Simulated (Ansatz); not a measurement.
# GeHPSi: the cost of one run

Program: Ansatz 0.2.0, Gaussian basis. Level of theory: UKS PBE0/def2-TZVP. These are calculated values, not measurements.

### 1 Starting geometry

4 atoms, charge 0, spin multiplicity 3.

Atoms are counted from 1 here; the program's logs count them from 0.

Bond lengths: Ge1–P2 2.209 Å, Ge1–H4 1.611 Å, P2–Si3 2.180 Å. Angles: P2–Ge1–H4 95.0°, Ge1–P2–Si3 102.6°.

The start was built by rule and, where that kept it together, relaxed with GFN2-xTB. Sticks and bond lists go by distance. No spin-orbit coupling is included. 

### 2 Relaxation

File in.yaml:

```yaml
crystal:
  periodic: [false, false, false]
  atoms:
    - {symbol: Ge, position_ang: [-1.135415, -0.273158, -0.002760]}
    - {symbol: P, position_ang: [0.661938, 1.011825, 0.008583]}
    - {symbol: Si, position_ang: [2.284958, -0.443525, -0.002570]}
    - {symbol: H, position_ang: [-2.182982, 0.951265, 0.006770]}
basis:
  gaussian: {orbitals: def2-TZVP}
magnetization: {spin_polarized: true, initial_magnetization: 2}
hamiltonian: {xc: pbe0}
relax: {f_tol: 0.004, max_steps: 80}
```

On the command line:

```
$ ansatz run in.yaml --threads 1 --pin off --events-out ev --progress --plain --max-ram 2176MiB
```

What time and memory should one allow on 1 thread of Arm Neoverse V1, shared host?

About 2.6 min, with a peak of 0.56 GiB.
